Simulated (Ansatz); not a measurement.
AlV2C:

```
V Al C
1.0
     2.88760    0.00000    0.00000
    -1.44380    2.50073    0.00000
     0.00000    0.00000   13.10482
V Al C
4 2 2
Direct
  0.33333 0.66667 0.91362
  0.66667 0.33333 0.08638
  0.66667 0.33333 0.41362
  0.33333 0.66667 0.58638
  0.66667 0.33333 0.75000
  0.33333 0.66667 0.25000
  0.00000 0.00000 0.50000
  0.00000 0.00000 0.00000
```

The cell comes from a database or a generator and needn't be the stable form of this composition.

Program: Ansatz 0.2.0. Alike in all runs: task single point; level PBEsol; potentials or basis Ansatz PAW; cell as given; k mesh 11 × 11 × 2; cutoff (eV) 420; smearing fermi-dirac 0.05 eV. Hardware: 4 threads of Arm Neoverse N1, with other jobs on the host.

Problem. Order these runs on this cell by their wall time, lowest first.
A. spin collinear, antiferromagnetic start
B. spin collinear, ferromagnetic start
C. spin off

Solution. C (4.9 s), B (12 s), A (51 s).

Caveats: the starting moments weren't kept (some runs).
